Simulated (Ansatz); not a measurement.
# C2H11SbSi2: the cost of one run

All numbers below are computed with Ansatz 0.2.0 (RHF/def2-SVP).

**1. The starting structure**

Bond lengths (14 of 15 bonds, heavy atoms first): C1–C2 1.499 Å, C2–Sb3 2.155 Å, C2–Si4 1.877 Å, Si4–Si5 2.263 Å, C1–H6 1.161 Å, C1–H7 1.128 Å, C1–H8 1.049 Å, C2–H9 1.145 Å, Sb3–H10 1.807 Å, Sb3–H11 1.777 Å, Si4–H12 1.424 Å, Si4–H13 1.542 Å, Si5–H14 1.482 Å, Si5–H15 1.464 Å. Angles (14 of 27 angles, heavy atoms first): C1–C2–Sb3 108.2°, C1–C2–Si4 115.9°, Sb3–C2–Si4 107.0°, C2–Si4–Si5 108.2°, C1–C2–H9 108.9°, Sb3–C2–H9 110.3°, Si4–C2–H9 106.4°, C2–C1–H6 108.8°, C2–C1–H7 108.8°, C2–C1–H8 112.1°, C2–Sb3–H10 90.6°, C2–Sb3–H11 90.8°, C2–Si4–H12 112.5°, C2–Si4–H13 109.0°.

Coordinates:

```xyz
16

C    -0.7935   -1.4460   -0.5480
C     0.4452   -0.6522   -0.2584
Sb    1.8842   -1.0567   -1.8113
Si    0.2273    1.2110   -0.1849
Si   -1.1614    1.6922    1.5356
H    -1.2662   -1.0554   -1.5334
H    -1.5617   -1.2244    0.2474
H    -0.5966   -2.4735   -0.6187
H     0.8603   -0.9701    0.7607
H     3.2115   -0.3901   -0.7819
H     2.1679   -2.6852   -1.1582
H     1.4609    1.8961    0.0046
H    -0.5280    1.6781   -1.4454
H    -0.5621    1.2296    2.8102
H    -1.3470    3.1412    1.6291
H    -2.4636    1.0829    1.3970
```

**2. End point A**

Contents of input.yaml:

```yaml
crystal:
  periodic: [false, false, false]
  atoms:
    - { symbol: C, position_ang: [-0.7935, -1.446, -0.548] }
    - { symbol: C, position_ang: [0.4452, -0.6522, -0.2584] }
    - { symbol: Sb, position_ang: [1.8842, -1.0567, -1.8113] }
    - { symbol: Si, position_ang: [0.2273, 1.211, -0.1849] }
    - { symbol: Si, position_ang: [-1.1614, 1.6922, 1.5356] }
    - { symbol: H, position_ang: [-1.2662, -1.0554, -1.5334] }
    - { symbol: H, position_ang: [-1.5617, -1.2244, 0.2474] }
    - { symbol: H, position_ang: [-0.5966, -2.4735, -0.6187] }
    - { symbol: H, position_ang: [0.8603, -0.9701, 0.7607] }
    - { symbol: H, position_ang: [3.2115, -0.3901, -0.7819] }
    - { symbol: H, position_ang: [2.1679, -2.6852, -1.1582] }
    - { symbol: H, position_ang: [1.4609, 1.8961, 0.0046] }
    - { symbol: H, position_ang: [-0.528, 1.6781, -1.4454] }
    - { symbol: H, position_ang: [-0.5621, 1.2296, 2.8102] }
    - { symbol: H, position_ang: [-1.347, 3.1412, 1.6291] }
    - { symbol: H, position_ang: [-2.4636, 1.0829, 1.397] }
basis:
  gaussian: { orbitals: def2-SVP }
hamiltonian:
  xc: hf
relax:
  f_tol: 0.015
  max_steps: 40
output:
  orbitals: {}
```

The run is started by

```
$ ansatz run input.yaml --threads 2 --pin off --max-ram 3072MiB --backend cpu --events-out ev --progress --plain --runs-dir out
```

Q: Estimate wall time and peak memory on 2 threads of Arm Neoverse V2, shared host.

About 24 s, with a peak of 0.44 GiB.
